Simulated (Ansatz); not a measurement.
# AgPd2: the cost of one run

Computed with Ansatz 0.2.0 (DFT PBE, scalar-relativistic, plane waves, PAW, unless a step's input says otherwise).

## Step 1: The structure to begin with

Symmetry: Fm-3m, No. 225, cubic system. The conventional cell has a = 5.972 Å, b = 5.972 Å, c = 5.972 Å, α = 90.00°, β = 90.00°, γ = 90.00°. Around Ag (site symmetry m-3m) lie 8 Pd at 2.59 Å. Around Pd (site symmetry -43m) lie 4 Ag at 2.59 Å.

As a file:

```
Ag Pd
1.0
     0.00000    2.98577    2.98577
     2.98577    0.00000    2.98577
     2.98577    2.98577    0.00000
Ag Pd
1 2
Direct
  0.00000 0.00000 0.00000
  0.25000 0.25000 0.25000
  0.75000 0.75000 0.75000
```

Recipe of the guess: species swapped into a database cell of Na2S (Fm-3m, No. 225), with Pd on the Na sites and Ag on the S sites. The dimensions are guesses.

## Step 2: Probe: one point on a coarse mesh

input.yaml reads:

```yaml
crystal:
  lattice:
    - [0.0, 2.98577388, 2.98577388]
    - [2.98577388, 0.0, 2.98577388]
    - [2.98577388, 2.98577388, 0.0]
  atoms:
    - { symbol: Ag, position: [0.0, 0.0, 0.0] }
    - { symbol: Pd, position: [0.25, 0.25, 0.25] }
    - { symbol: Pd, position: [0.75, 0.75, 0.75] }
basis:
  ecutwfc: 420
kpoints:
  mp_grid: { grid: [6, 6, 6] }
hamiltonian:
  xc: pbe
scf:
  occupations: { method: gaussian, width: 0.1 }
  lower_state_search: "off"
output:
  forces: true
  stress: true
  eigenvalues: true
```

Started as:

```
ansatz run input.yaml --threads 1 --pin off --max-ram 2048MiB --backend cpu --events-out ev --progress --plain --runs-dir out
```

**Question.** How long does this run take on 1 thread of Arm Neoverse V1, shared host, and how much memory does it need?

About 1.6 s, with a peak of 0.3 GiB.
